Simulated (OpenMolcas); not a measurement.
**One shape, several levels: GaH2O2F (SMILES [OH][Ga]([OH])[F])**

Aim: a comparison of 6 runs (HF/6-31G*, B2PLYP/6-31G*, BHLYP/6-31G*, M06-2X/6-31G*, SVWN5/6-31G*, r2SCAN/6-31G*) of GaH2O2F. 

Program for the calculation: OpenMolcas 26.06.

### Step 1. The structure to begin with

GaH2O2F: 6 atoms, total charge 0, spin state singlet. SMILES: `[OH][Ga]([OH])[F]`. The coordinates come from a PBE0-D4/def2-TZVP relaxation. This is one conformer, not always the lowest.

Bond lengths: O1–Ga2 1.769 Å, Ga2–O3 1.762 Å, Ga2–F4 1.743 Å, O1–H5 0.960 Å, O3–H6 0.960 Å. Angles: O1–Ga2–O3 123.2°, O1–Ga2–F4 118.9°, O3–Ga2–F4 117.8°, Ga2–O1–H5 113.2°, Ga2–O3–H6 112.9°.

### Step 2. Energy and gradient at HF/6-31G(d) (spherical functions) (run 1)

Input file calc.inp:

```
* FGaH2O2 Hartree-Fock

&gateway
 baslib = $CurrDir
 basisset
 O.6-31Gs....
 O1 -0.297200 1.351000 -0.574800 angstrom
 O3 0.794400 -0.842300 1.335300 angstrom
 End of Basis
 basisset
 Ga.6-31Gs....
 Ga2 -0.068200 -0.342400 -0.117600 angstrom
 End of Basis
 basisset
 F.6-31Gs....
 F4 -0.722600 -1.588800 -1.144800 angstrom
 End of Basis
 basisset
 H.6-31Gs....
 H5 -0.788800 1.459000 -1.392800 angstrom
 H6 1.124200 -0.100400 1.848500 angstrom
 End of Basis

&seward

&scf
 thresholds = 1e-10 1e-07 1e-07 1e-05
 prorbitals = 1

&alaska
```

The basis set 6-31G* is read from a file made from the Basis Set Exchange's data (not shown).

The run is started by

```sh
$ export MOLCAS_MEM=1860
$ pymolcas calc.inp > calc.log
```

Log:

```text
--- Start Module: gateway ---
[...]
--- Stop Module: gateway /rc=_RC_ALL_IS_WELL_ ---
[...]
      Basis functions           78
[...]
--- Start Module: scf ---
[...]
       Convergence after  14 Iterations
[...]
::    Total SCF energy                              -2173.3761401409
[...]
      Total spin, S                                     0.0000000000
[...]
      Total electronic charge=   58.000000
      Total            charge=   -0.000000
[...]
      Dipole Moment (debye):
      Origin of the operator (angstrom)=   -0.0831   -0.3632   -0.1413
                   X=  1.9821E-02               Y=  2.0541E+00               Z= -5.8638E-02           Total=  2.0551E+00
      Quadrupole Moment (debye*angstrom):
[...]
--- Stop Module: scf /rc=_RC_ALL_IS_WELL_ ---
[...]
--- Start Module: alaska ---
[...]
 *              Molecular gradients               *
 **************************************************
  Irreducible representation: a
 ------------------------------------------------------------------------------------------
                              X                       Y                       Z
 ------------------------------------------------------------------------------------------
  O1                7.03564617787156E-03    2.06863839976634E-03    1.15292623635685E-02
  O3               -3.77537127357463E-03   -1.29536671368342E-02   -5.66678615429339E-03
  GA2               3.20144489340635E-03    8.38103832862380E-03    4.90709342492091E-03
  F4               -3.40637270869593E-03   -7.85060549551631E-03   -5.28045412441358E-03
  H5               -6.59197936308731E-03   -6.22864841463677E-04   -1.08597070277145E-02
  H6                3.53663227406420E-03    1.09774607454458E-02    5.37059151789743E-03
 ------------------------------------------------------------------------------------------
--- Stop Module: alaska /rc=_RC_ALL_IS_WELL_ ---
[...]
```

It took 7.8 s on 1 thread of Arm Neoverse V2, shared host; peak memory 0.44 GiB.

### Step 3. A single-point energy at B2PLYP/6-31G(d) (spherical functions) (run 2)

Input file mol.inp:

```
&GATEWAY
 BasLib=$CurrDir
 Coord
 6
 angstrom
 O       -0.297200       1.351000      -0.574800
 Ga      -0.068200      -0.342400      -0.117600
 O        0.794400      -0.842300       1.335300
 F       -0.722600      -1.588800      -1.144800
 H       -0.788800       1.459000      -1.392800
 H        1.124200      -0.100400       1.848500
 Basis=6-31Gs
 Group=NoSym

&SEWARD
 GridInput
 Grid=UltraFine
 End of Grid

&SCF
 KSDFT=B2PLYP_SCF
 Thresholds=1e-10 1e-07 1e-07 1e-05
 PrOrbitals=1

&MBPT2
 Frozen=12
```

The basis set 6-31G* is read from a file made from the Basis Set Exchange's data (not shown).

The run is started by

```sh
$ export MOLCAS_MEM=1860
$ pymolcas mol.inp > mol.log
```

Log:

```text
--- Start Module: gateway ---
[...]
--- Stop Module: gateway /rc=_RC_ALL_IS_WELL_ ---
[...]
      Basis functions           78
[...]
--- Start Module: scf ---
[...]
       Convergence after  14 Iterations
[...]
::    Total KS-DFT energy                           -2175.3234142127
[...]
      Total spin, S                                     0.0000000000
[...]
      Total electronic charge=   58.000000
      Total            charge=   -0.000000
[...]
      Dipole Moment (debye):
      Origin of the operator (angstrom)=   -0.0831   -0.3632   -0.1413
                   X=  4.7980E-02               Y=  2.0018E+00               Z= -9.5551E-03           Total=  2.0024E+00
      Quadrupole Moment (debye*angstrom):
[...]
--- Stop Module: scf /rc=_RC_ALL_IS_WELL_ ---
[...]
--- Start Module: mbpt2 ---
[...]
 ###    WARNING: MP2 implementation intended for RHF references only         ###
 ###############################################################################
MBPT2 WARNING: Reference function according to RunFile:KS-DFT
I'll assume you know what you're doing and continue
WARNING!
Default frozen orbitals as non valence orbitals is overwritten by user input.
Default values:  17
[...]
       Reference weight ( Cref**2 )         =        0.76701
::    Total MBPT2 energy                            -2176.2704519145
[...]
      Total MBPT2 calculations                           0.22      0.24
--- Stop Module: mbpt2 /rc=_RC_ALL_IS_WELL_ ---
[...]
```

Run time: 15 s. Hardware: 1 thread of Arm Neoverse V2, shared host; peak memory 0.44 GiB.

Runs 3 to 4 aren't shown in full; the table further down has their settings and results.

### Step 4. Energy and forces at SVWN5/6-31G(d) (spherical functions) (run 5)

Input file job.inp:

```
>>> EXPORT MOLCAS_PRINT=2

&GATEWAY
  BasLib=$CurrDir
  Coord
  6
  angstrom
  O       -0.297200       1.351000      -0.574800
  Ga      -0.068200      -0.342400      -0.117600
  O        0.794400      -0.842300       1.335300
  F       -0.722600      -1.588800      -1.144800
  H       -0.788800       1.459000      -1.392800
  H        1.124200      -0.100400       1.848500
  Basis=6-31Gs
  Group=NoSym

&SEWARD
  GridInput
  Grid=UltraFine
  End of Grid

&SCF
  KSDFT=SVWN5
  Thresholds=1e-10 1e-07 1e-07 1e-05
  PrOrbitals=1

&ALASKA
```

The basis set 6-31G* is read from a file made from the Basis Set Exchange's data (not shown).

The run is started by

```sh
$ export MOLCAS_MEM=1860
$ pymolcas job.inp > job.log
```

Log:

```text
--- Start Module: gateway ---
[...]
--- Stop Module: gateway /rc=_RC_ALL_IS_WELL_ ---
[...]
      Basis functions           78
[...]
--- Start Module: scf ---
[...]
       Convergence after  17 Iterations
[...]
::    Total KS-DFT energy                           -2171.4121660105
[...]
      Total spin, S                                     0.0000000000
[...]
      Total electronic charge=   58.000000
      Total            charge=   -0.000000
[...]
      Dipole Moment (debye):
      Origin of the operator (angstrom)=   -0.0831   -0.3632   -0.1413
                   X=  7.8032E-02               Y=  1.9984E+00               Z=  4.0622E-02           Total=  2.0004E+00
      Quadrupole Moment (debye*angstrom):
[...]
--- Stop Module: scf /rc=_RC_ALL_IS_WELL_ ---
[...]
--- Start Module: alaska ---
[...]
 *              Molecular gradients               *
 **************************************************
  Irreducible representation: a
 ------------------------------------------------------------------------------------------
                              X                       Y                       Z
 ------------------------------------------------------------------------------------------
  O1               -1.09613037343543E-02   -7.90331884505946E-04   -1.81015776020854E-02
  GA2               2.14086468499652E-03    1.48488097113120E-03    3.45688369157493E-03
  O3                6.31086365384093E-03    1.76531611503101E-02    9.66921997594739E-03
  F4               -2.20952680531461E-03   -3.37832889260881E-03   -3.50227318557828E-03
  H5                9.62850419131112E-03    1.34649762692085E-03    1.58740939639115E-02
  H6               -4.90940199046186E-03   -1.63158789714357E-02   -7.39634684373991E-03
 ------------------------------------------------------------------------------------------
--- Stop Module: alaska /rc=_RC_ALL_IS_WELL_ ---
[...]
```

Run time: 16 s. Hardware: 1 thread of Arm Neoverse V2, shared host; peak memory 0.44 GiB.

### Step 5. Energy and gradient at r2SCAN/6-31G(d) (spherical functions) (run 6)

Input file job.inp:

```
&GATEWAY
  BasLib=$CurrDir
  Coord
  6
  bohr
  O     -0.56162660     2.55301999    -1.08621458
  Ga    -0.12887932    -0.64704223    -0.22223179
  O      1.50119843    -1.59171631     2.52335129
  F     -1.36551610    -3.00239687    -2.16335847
  H     -1.49061597     2.75711042    -2.63201055
  H      2.12443011    -0.18972850     3.49315874
  Basis=6-31Gs
  Group=NoSym

&SEWARD
  GridInput
  Grid=UltraFine
  End of Grid

&SCF
  KSDFT=2
  1.0 MGGA_X_R2SCAN
  1.0 MGGA_C_R2SCAN
  Thresholds=1e-10 1e-07 1e-07 1e-05
  PrOrbitals=1 2

&ALASKA
```

The basis set 6-31G* is read from a file made from the Basis Set Exchange's data (not shown).

The run is started by

```sh
$ export MOLCAS_MEM=1860
$ pymolcas job.inp > job.log
```

Log:

```text
--- Start Module: gateway ---
[...]
--- Stop Module: gateway /rc=_RC_ALL_IS_WELL_ ---
[...]
      Basis functions           78
[...]
--- Start Module: scf ---
[...]
       Convergence after  15 Iterations
[...]
::    Total KS-DFT energy                           -2176.0134922359
[...]
      Total spin, S                                     0.0000000000
[...]
      Total electronic charge=   58.000000
      Total            charge=   -0.000000
[...]
      Dipole Moment (debye):
      Origin of the operator (angstrom)=   -0.0831   -0.3632   -0.1413
                   X=  6.9317E-02               Y=  1.9686E+00               Z=  2.7374E-02           Total=  1.9700E+00
      Quadrupole Moment (debye*angstrom):
[...]
--- Stop Module: scf /rc=_RC_ALL_IS_WELL_ ---
[...]
--- Start Module: alaska ---
[...]
 *              Molecular gradients               *
 **************************************************
  Irreducible representation: a
 ------------------------------------------------------------------------------------------
                              X                       Y                       Z
 ------------------------------------------------------------------------------------------
  O1               -4.83600514704063E-03   -7.51666494827319E-03   -7.66148314170678E-03
  GA2               2.44960043101239E-03    2.72280661520297E-03    3.91473853180835E-03
  O3               -2.64722682453922E-04    1.09897585878400E-02   -9.31110518592959E-04
  F4                8.92818832127773E-05    8.57487356569209E-04    1.12831992908013E-04
  H5                4.72247393476799E-03    1.26161619887299E-03    7.76592639467566E-03
  H6               -2.16062841945153E-03   -8.31500381020867E-03   -3.20090325931721E-03
 ------------------------------------------------------------------------------------------
--- Stop Module: alaska /rc=_RC_ALL_IS_WELL_ ---
[...]
```

Run time: 27 s. Hardware: 1 thread of Arm Neoverse V2, shared host; peak memory 0.44 GiB.

### Step 6. All runs side by side

```tsv
run	level	task	frozen core orbitals	energy (Eh)	dipole moment (D)	HOMO energy (eV)	LUMO energy (eV)	wall time
1	HF/6-31G* (spherical functions)	gradient	–	-2173.376140	2.06	-13.66	1.79	7.8 s
2	B2PLYP/6-31G* (spherical functions)	energy	12	-2175.579114	2.00	-10.74	-0.19	15 s
3	BHLYP/6-31G* (spherical functions)	gradient	–	-2176.004026	2.01	-10.77	-0.50	21 s
4	M06-2X/6-31G* (spherical functions)	gradient	–	-2176.048878	2.00	-10.78	-0.54	29 s
5	SVWN5/6-31G* (spherical functions)	gradient	–	-2171.412166	2.00	-7.41	-2.44	16 s
6	r2SCAN/6-31G* (spherical functions)	gradient	–	-2176.013492	1.97	-7.69	-1.85	27 s
```

### Step 7. Summary of results

```
                       quantity           value
            run 6: total energy  -2176.01349 Eh
           run 6: dipole moment          1.97 D
             run 6: HOMO energy        -7.69 eV
             run 6: LUMO energy        -1.85 eV
           run 6: HOMO–LUMO gap         5.84 eV
run 6: largest force on an atom      0.605 eV/Å
```

**Reading.** The dipole moment (its size) runs from 1.97 D (r2SCAN/6-31G*) to 2.06 D (HF/6-31G*). The HOMO–LUMO gap runs from 4.98 eV (SVWN5/6-31G*) to 15.46 eV (HF/6-31G*). Exact exchange widens orbital gaps. For B2PLYP the log adds the whole second-order term; the table takes 0.27 of it, as the functional is defined. Totals of different functionals can't be ranked against each other. All runs together took 1.9 min, the longest 29 s.
